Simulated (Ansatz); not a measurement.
# CH₃BGeO, SMILES O=[C]1[BH][GeH2]1: vertical spin-state energies

Computed with Ansatz 0.2.0, Python API.

Run as a notebook:

```python
import ansatz as az

ch3bgeo = (
    az.Crystal.molecule()
    .atom("O", [-0.0242, -2.0617, 1.1465])
    .atom("C", [0.0563, -0.9839, 0.5041])
    .atom("B", [1.0165, -0.0014, -0.4817])
    .atom("Ge", [-0.6082, 0.6536, -0.07])
    .atom("H", [2.087, 0.1532, -1.029])
    .atom("H", [-0.7539, 1.7142, 1.0652])
    .atom("H", [-1.7123, 0.4581, -1.1808])
)
```

```python
calc = (
    ch3bgeo.calculation()
    .basis(gaussian="cc-pVDZ")
    .functional("PBE")
)
found = {}
for unpaired in [0, 2, 4]:
    rep = calc.spin("collinear", total=unpaired).run(threads=1).report
    s = unpaired / 2
    found[unpaired] = rep["free_energy_ev"]
    print(f"2S+1 = {unpaired + 1}: E = {found[unpaired]:.5f} eV, <S^2> = {abs(rep['mean_field']['state']['spin_squared']):.3f} (pure state {s * (s + 1):.2f})")
lowest = min(found, key=found.get)
for unpaired, e in found.items():
    print(f"multiplicity {unpaired + 1}: {96.485332 * (e - found[lowest]):.1f} kJ/mol above the lowest")
```

    2S+1 = 1: E = -60308.98323 eV, <S^2> = 0.877 (pure state 0.00)
    2S+1 = 3: E = -60309.12450 eV, <S^2> = 2.005 (pure state 2.00)
    2S+1 = 5: E = -60304.16436 eV, <S^2> = 6.007 (pure state 6.00)
    multiplicity 1: 13.6 kJ/mol above the lowest
    multiplicity 3: 0.0 kJ/mol above the lowest
    multiplicity 5: 478.6 kJ/mol above the lowest

In order: multiplicity 3 (+0.00 eV), multiplicity 1 (+0.14 eV) and multiplicity 5 (+4.96 eV), all at the one geometry.

What to keep in mind:
- Total energies depend on the basis set; only differences at equal settings carry meaning.
- The geometry is a force-field or estimated start, not a minimum of this method, and the basis set is short of its limit. All parts are taken at fixed geometry, without zero-point energy.
- The expectation value of S² is noticeably off S(S+1) in at least one run, so that state is spin-contaminated.
- The whole script took 34 s on 1 thread of Arm Neoverse V1, on a shared host, peak memory 0.27 GiB.

(Lines on the test bed's own set-up are left out of the output.)
